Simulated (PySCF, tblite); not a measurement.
**C3H8OSeSi: geometry, infrared bands and NMR shifts**

What infrared bands and NMR shifts should C3H8OSeSi (`C=C[SiH2][Se@](C)=O`) show?

Programs: tblite 0.8.0 and PySCF 2.14.0, with density-fitted response routines of our own. Each step states its level of theory. These are calculated values for one molecule in the gas phase, unless marked as measured. Atoms count from 0, in the outputs and in this text.

**1. The starting structure**

14 atoms, charge 0, multiplicity 1; geometry from: force field or distance geometry start.

Bonds of the start (Å): C0–C1 1.35, C1–Si2 1.83, Si2–Se3 2.29, Se3–C4 1.96, Se3–O5 1.64, C0–H6 1.08, C0–H7 1.09, C1–H8 1.09, Si2–H9 1.48, Si2–H10 1.47, C4–H11 1.12, C4–H12 1.11, C4–H13 1.11.

**2. Geometry optimisation with GFN2-xTB**

The job: settings as JSON, then the geometry in Å.

```
{"job": {"kind": "relax", "xc": "GFN2-xTB", "basis": "xTB"}, "charge": 0, "multiplicity": 1}
C      2.202300    -0.610700     0.985700
C      1.391500    -0.873300    -0.056800
Si     0.494800     0.463300    -0.922800
Se    -0.900000     1.545500     0.533800
C     -2.041400    -0.034600     0.733700
O     -1.823600     2.105700    -0.701700
H      2.719400    -1.409400     1.487000
H      2.335500     0.415000     1.343100
H      1.278000    -1.905600    -0.381300
H     -0.310300    -0.117400    -2.015200
H      1.445200     1.428000    -1.482700
H     -2.337500    -0.436200    -0.265300
H     -2.961000     0.248300     1.296700
H     -1.493600    -0.818900     1.289400
```

Run with:

```sh
$ OMP_NUM_THREADS=1 python probes_run.py task.json out
```

One launch serves the whole session: the jobs run in the order shown.

The log of the run:

```text
step      E/eV     max force
  0    -527.77477    2.076
  1    -527.91655    1.320
  2    -528.01249    1.194
  3    -528.07632    0.767
  4    -528.12125    0.569
  5    -528.14060    0.553
  6    -528.15645    0.327
  7    -528.16657    0.337
  8    -528.17397    0.242
  9    -528.17928    0.269
 10    -528.18361    0.245
 11    -528.18749    0.199
 12    -528.19080    0.186
 13    -528.19405    0.219
 14    -528.19720    0.208
 15    -528.19897    0.101
 16    -528.19959    0.067
 17    -528.19994    0.065
 18    -528.20046    0.091
 19    -528.20125    0.114
 20    -528.20215    0.088
 21    -528.20280    0.059
 22    -528.20318    0.057
 23    -528.20351    0.063
 24    -528.20385    0.065
 25    -528.20413    0.039
 26    -528.20430    0.030
 27    -528.20442    0.028
 28    -528.20453    0.037
 29    -528.20467    0.032
 30    -528.20482    0.031
 31    -528.20496    0.032
 32    -528.20506    0.024
 33    -528.20514    0.021
 34    -528.20519    0.018
 35    -528.20525    0.019
 36    -528.20531    0.018
 37    -528.20538    0.023
 38    -528.20546    0.025
 39    -528.20553    0.022
 40    -528.20561    0.024
 41    -528.20569    0.022
 42    -528.20576    0.025
 43    -528.20582    0.030
 44    -528.20590    0.029
 45    -528.20597    0.023
 46    -528.20604    0.020
 47    -528.20611    0.021
 48    -528.20617    0.030
 49    -528.20626    0.034
 50    -528.20635    0.027
 51    -528.20644    0.021
 52    -528.20650    0.023
 53    -528.20659    0.029
 54    -528.20672    0.044
 55    -528.20691    0.048
 56    -528.20708    0.031
 57    -528.20718    0.025
 58    -528.20725    0.026
 59    -528.20734    0.039
 60    -528.20751    0.054
 61    -528.20777    0.054
 62    -528.20807    0.054
 63    -528.20834    0.054
 64    -528.20858    0.039
 65    -528.20879    0.049
 66    -528.20897    0.037
 67    -528.20907    0.043
 68    -528.20919    0.037
 69    -528.20935    0.032
 70    -528.20971    0.049
 71    -528.21023    0.064
 72    -528.21095    0.065
 73    -528.21168    0.060
 74    -528.21237    0.073
 75    -528.21288    0.072
 76    -528.21308    0.129
 77    -528.21406    0.060
 78    -528.21459    0.041
 79    -528.21525    0.042
 80    -528.21538    0.041
 81    -528.21558    0.034
 82    -528.21577    0.026
 83    -528.21584    0.028
 84    -528.21593    0.028
 85    -528.21609    0.039
 86    -528.21645    0.067
 87    -528.21711    0.096
 88    -528.21800    0.125
 89    -528.21886    0.092
 90    -528.21938    0.106
 91    -528.21976    0.054
 92    -528.22018    0.052
 93    -528.22128    0.216
 94    -528.22259    0.140
 95    -528.22347    0.116
 96    -528.22126    0.423
 97    -528.22548    0.104
 98    -528.22610    0.084
 99    -528.22664    0.107
100    -528.22693    0.047
101    -528.22717    0.038
102    -528.22754    0.025
103    -528.22773    0.030
104    -528.22796    0.054
105    -528.22828    0.049
106    -528.22868    0.057
107    -528.22904    0.050
108    -528.22942    0.036
109    -528.22959    0.091
110    -528.22982    0.025
111    -528.22992    0.020
112    -528.22998    0.019
113    -528.23001    0.014
114    -528.23009    0.015
115    -528.23015    0.016
116    -528.23019    0.016
117    -528.23023    0.017
118    -528.23029    0.018
119    -528.23036    0.020
120    -528.23042    0.020
121    -528.23047    0.021
122    -528.23054    0.023
123    -528.23062    0.024
124    -528.23067    0.024
125    -528.23071    0.013
126    -528.23074    0.016
127    -528.23078    0.022
128    -528.23083    0.033
129    -528.23091    0.030
130    -528.23102    0.035
131    -528.23116    0.029
132    -528.23129    0.026
133    -528.23140    0.031
134    -528.23147    0.025
135    -528.23152    0.020
136    -528.23156    0.021
137    -528.23160    0.015
138    -528.23165    0.015
139    -528.23170    0.020
140    -528.23179    0.026
141    -528.23193    0.034
142    -528.23213    0.032
143    -528.23233    0.027
144    -528.23249    0.022
145    -528.23262    0.027
146    -528.23271    0.029
147    -528.23278    0.018
148    -528.23283    0.014
149    -528.23287    0.013
150    -528.23290    0.012
151    -528.23293    0.010
152    -528.23294    0.011
153    -528.23297    0.013
154    -528.23301    0.020
155    -528.23310    0.030
156    -528.23325    0.039
157    -528.23349    0.043
158    -528.23381    0.050
159    -528.23417    0.045
160    -528.23445    0.054
161    -528.23465    0.036
162    -528.23481    0.025
163    -528.23490    0.023
164    -528.23494    0.016
165    -528.23499    0.015
166    -528.23503    0.009
```

It took 1.6 s on 1 thread of Arm Neoverse N1, shared host.

Along the way: (not every step is listed)

| step | energy from step 0 (eV) | largest force (eV/Å) |
| --- | --- | --- |
| 0 | 0.0000 | 2.0757 |
| 1 | -0.1418 | 1.3203 |
| 2 | -0.2377 | 1.1942 |
| 3 | -0.3016 | 0.7675 |
| 4 | -0.3465 | 0.5686 |
| 5 | -0.3658 | 0.5533 |
| 6 | -0.3817 | 0.3273 |
| 7 | -0.3918 | 0.3368 |
| 8 | -0.3992 | 0.2416 |
| 23 | -0.4287 | 0.0632 |
| 38 | -0.4307 | 0.0249 |
| 53 | -0.4318 | 0.0289 |
| 68 | -0.4344 | 0.0370 |
| 83 | -0.4411 | 0.0283 |
| 98 | -0.4513 | 0.0835 |
| 113 | -0.4552 | 0.0144 |
| 128 | -0.4561 | 0.0328 |
| 143 | -0.4576 | 0.0274 |
| 158 | -0.4590 | 0.0496 |
| 161 | -0.4599 | 0.0363 |
| 162 | -0.4600 | 0.0252 |
| 163 | -0.4601 | 0.0231 |
| 164 | -0.4602 | 0.0164 |
| 165 | -0.4602 | 0.0153 |
| 166 | -0.4603 | 0.0088 |

Distances of close pairs at the start and the end, largest changes first:

| bond | before (Å) | after (Å) | change (Å) |
| --- | --- | --- | --- |
| Si2–Se3 | 2.289 | 2.355 | +0.066 |
| C1–Si2 | 1.828 | 1.885 | +0.057 |
| C4–H11 | 1.117 | 1.089 | -0.028 |
| Se3–O5 | 1.641 | 1.615 | -0.026 |
| C4–H12 | 1.115 | 1.089 | -0.025 |
| C4–H13 | 1.106 | 1.086 | -0.021 |
| C0–C1 | 1.347 | 1.326 | -0.021 |
| C0–H7 | 1.094 | 1.080 | -0.015 |

The final coordinates are the input of the step that follows.

**3. Vibrational analysis with GFN2-xTB**

The job: settings as JSON, then the geometry in Å.

```
{"job": {"kind": "ir", "xc": "GFN2-xTB", "basis": "xTB"}, "charge": 0, "multiplicity": 1}
C      1.855158    -0.708714     1.126786
C      1.670153    -0.791062    -0.183648
Si     0.515996     0.320435    -1.176176
Se    -0.766207     1.500510     0.407664
C     -1.964760    -0.007141     0.833562
O     -1.670202     2.457638    -0.527727
H      2.534043    -1.355847     1.660408
H      1.332578     0.017008     1.731702
H      2.224637    -1.533582    -0.742415
H     -0.388441    -0.459238    -2.034851
H      1.225007     1.329051    -1.969279
H     -2.470707    -0.295124    -0.086563
H     -2.698348     0.359146     1.550940
H     -1.399584    -0.833552     1.253021
```

The log of the run:

```text
mode    cm-1     km/mol
  1      46.0      4.54
  2      69.1      0.17
  3      85.1      4.78
  4     141.0      0.29
  5     167.2      1.24
  6     192.2      5.20
  7     259.3     11.02
  8     303.2      0.15
  9     348.8      7.35
 10     389.2      7.99
 11     475.5     10.90
 12     532.8     30.08
 13     553.8     76.71
 14     611.5    228.04
 15     723.5    227.65
 16     747.0    166.95
 17     813.3     48.48
 18     820.7     15.63
 19     834.4    195.35
 20     925.1     11.38
 21     998.4     16.20
 22    1019.8     14.71
 23    1257.8      1.17
 24    1260.3      4.54
 25    1409.7      6.69
 26    1412.8      2.74
 27    1435.5      7.27
 28    1652.8     11.94
 29    2196.7    204.44
 30    2241.2    188.56
 31    2992.6      0.53
 32    2998.7      7.26
 33    3037.8     13.17
 34    3043.9     20.50
 35    3074.3     16.14
 36    3096.0     45.56
```

It took 0.71 s on 1 thread of Arm Neoverse N1, shared host.

Which atoms move in the most intense modes:

```csv
cm⁻¹,km/mol,atoms
554,76.7,"H9 28 %, C1 22 %, H10 16 %, H6 13 %"
612,228.0,"H10 42 %, H9 35 %"
724,227.7,"Si2 27 %, C1 27 %, H10 15 %, H9 14 %"
747,166.9,"H9 39 %, H10 35 %, Si2 13 %"
813,48.5,"H13 42 %, H12 29 %, C4 17 %"
834,195.3,"O5 80 %, Se3 14 %"
2197,204.4,H9 97 %
2241,188.6,H10 97 %
```

**4. NMR shieldings: PBE0/pcSseg-1**

Settings changed since step 3:

```diff
@@ -1,2 +1,2 @@
-{"job": {"kind": "ir", "xc": "GFN2-xTB", "basis": "xTB"}, "charge": 0, "multiplicity": 1}
+{"job": {"kind": "nmr", "xc": "PBE0", "basis": "pcSseg-1"}, "charge": 0, "multiplicity": 1}
 C      1.855158    -0.708714     1.126786
```

With the program's defaults for keys left out, this is: GIAO PBE0/pcSseg-1 NMR shielding, non-relativistic, gas phase.

The log of the run:

```text
coarse grid: 54240 points
cycle   1  E = -2884.1743231501  dE = -2.948e-01  |g| = 1.236e+00  |ddm| = 3.592e+00
cycle   2  E = -2881.4525190688  dE =  2.722e+00  |g| = 3.318e+00  |ddm| = 5.598e+00
cycle   3  E = -2884.3162983744  dE = -2.864e+00  |g| = 5.896e-01  |ddm| = 5.436e+00
cycle   4  E = -2884.3865301684  dE = -7.023e-02  |g| = 2.386e-01  |ddm| = 7.697e-01
cycle   5  E = -2884.3970465430  dE = -1.052e-02  |g| = 6.939e-02  |ddm| = 2.567e-01
cycle   6  E = -2884.3981111781  dE = -1.065e-03  |g| = 2.717e-02  |ddm| = 6.877e-02
cycle   7  E = -2884.3982849708  dE = -1.738e-04  |g| = 8.677e-03  |ddm| = 2.515e-02
cycle   8  E = -2884.3983032363  dE = -1.827e-05  |g| = 2.855e-03  |ddm| = 9.560e-03
cycle   9  E = -2884.3983052671  dE = -2.031e-06  |g| = 5.311e-04  |ddm| = 3.451e-03
final grid: 112808 points
cycle  10  E = -2884.3983008083  dE = -1.243e-08  |g| = 6.730e-04  |ddm| = 1.595e-03
cycle  11  E = -2884.3983006063  dE =  2.020e-07  |g| = 1.195e-03  |ddm| = 1.535e-03
cycle  12  E = -2884.3983009117  dE = -3.054e-07  |g| = 2.180e-04  |ddm| = 1.037e-03
cycle  13  E = -2884.3983009217  dE = -9.993e-09  |g| = 3.096e-05  |ddm| = 2.149e-04
cycle  14  E = -2884.3983009219  dE = -2.383e-10  |g| = 9.338e-06  |ddm| = 3.282e-05
converged SCF energy = -2884.3983009219

GIAO shielding tensors (ppm)
atom      isotropic    diamagn.    paramagn.     s11        s22        s33       span
  0 C       40.863     255.381    -214.518    -84.159     41.210    165.537    249.696
  1 C       47.626     261.916    -214.290    -65.100     35.054    172.923    238.023
  2 Si     375.834     880.790    -504.956    333.193    362.682    431.626     98.433
  3 Se    1064.603    2997.810   -1933.207    655.783    734.032   1803.994   1148.211
  4 C      150.211     251.411    -101.200    116.290    147.716    186.628     70.339
  5 O      353.035     400.266     -47.231     98.430    325.056    635.618    537.188
  6 H       25.280      28.633      -3.353     22.735     24.730     28.374      5.639
  7 H       25.837      32.885      -7.048     22.342     24.251     30.919      8.577
  8 H       25.229      29.804      -4.575     24.059     24.724     26.903      2.844
  9 H       26.934      29.798      -2.864     23.960     25.484     31.358      7.397
 10 H       26.723      28.799      -2.076     23.707     24.763     31.698      7.991
 11 H       29.017      30.549      -1.532     24.986     27.502     34.563      9.577
 12 H       28.801      28.798       0.003     24.803     26.468     35.131     10.328
 13 H       29.717      31.939      -2.222     24.934     27.886     36.332     11.398
```

Wall time 47 s (1 thread of Arm Neoverse N1, shared host); peak memory 0.75 GiB.

Shifts follow as δ = σ(reference) − σ, with reference shieldings (ppm) from runs at the same level and on the same kind of geometry: 1H TMS 31.72, 13C TMS 186.9, 29Si TMS 349.2, 17O H2O 336.1, 77Se Me2Se 1758. The references are single molecules in the gas phase, so shifts against H2O, NH3, PH3, H3PO4 or CFCl3 are not on the usual liquid scales and can be off by tens of ppm. Atoms listed in one row are averaged.

```
        atoms                               environment  σ (ppm)  δ (ppm)
           C0                      terminal =CH2 carbon     40.9    146.1
           C1                                 alkene CH     47.6    139.3
           C4                methyl carbon bonded to Se    150.2     36.7
           H8                  hydrogen on an alkene CH    25.23     6.49
           H6        hydrogen on a terminal =CH2 carbon    25.28     6.44
           H7        hydrogen on a terminal =CH2 carbon    25.84     5.88
          H10     hydrogen on a silicon bonded to C, Se    26.72     4.99
           H9     hydrogen on a silicon bonded to C, Se    26.93     4.78
H11, H12, H13  hydrogen on a methyl carbon bonded to Se    29.18     2.54
          Si2              silicon bonded to C, Se, 2 H    375.8    -26.7
          Se3               selenium bonded to C, O, Si     1065      694
           O5                       oxygen bonded to Se    353.0    -17.0
```

Charges from the same density, by scheme (e):

```csv
atoms,Mulliken,IAO,Hirshfeld,ESP fit
C0,-0.16,-0.27,-0.08,-0.20
C1,-0.49,-0.43,-0.14,-0.37
Si2,0.66,0.57,0.31,0.38
Se3,0.34,0.90,0.32,0.30
C4,-0.37,-0.60,-0.14,-0.42
O5,-0.73,-0.94,-0.43,-0.49
```

Mayer bond orders: C0–C1 1.99, C1–Si2 0.88, Si2–Se3 0.77, Se3–C4 0.93, Se3–O5 1.47.

**5. Results**

```
                                                              quantity                                   value
                             strongest single infrared mode (GFN2-xTB)                    612 cm⁻¹, 228 km/mol
                                          zero-point energy (GFN2-xTB)                           60.3 kcal/mol
                                13C shifts against TMS (PBE0/pcSseg-1)                  146.1, 139.3, 36.7 ppm
1H shifts against TMS (PBE0/pcSseg-1, means over atoms taken as alike)  6.49, 6.44, 5.88, 4.99, 4.78, 2.54 ppm
                               29Si shifts against TMS (PBE0/pcSseg-1)                               -26.7 ppm
                             77Se shifts against Me2Se (PBE0/pcSseg-1)                                 694 ppm
                                17O shifts against H2O (PBE0/pcSseg-1)                               -17.0 ppm
```

**Reading.** Relaxing lowered the energy by 0.460 eV in 166 steps; the close pair that moved most is Si2–Se3, from 2.289 to 2.355 Å. No mode is imaginary among the 36: a minimum at this level. The strongest single mode, at 612 cm⁻¹, moves mainly H10 and H9. Unscaled tight-binding wavenumbers are off by several per cent, some by more. Its intensities can rank the bands wrongly. C0 (terminal =CH2 carbon) lies farthest downfield among carbon, at 146.1 ppm; as expected for a trigonal carbon in a double bond. The most deshielded hydrogen is H8 (hydrogen on an alkene CH), at 6.49 ppm: a vinylic proton, deshielded by the sp2 carbon and the C=C anisotropy. At PBE0/pcSseg-1: The widest tensor belongs to Se3: span 1148 ppm, with a paramagnetic part of -1933 ppm. Spin-orbit coupling is left out, which matters for shieldings and couplings at and beside the heavy atoms.
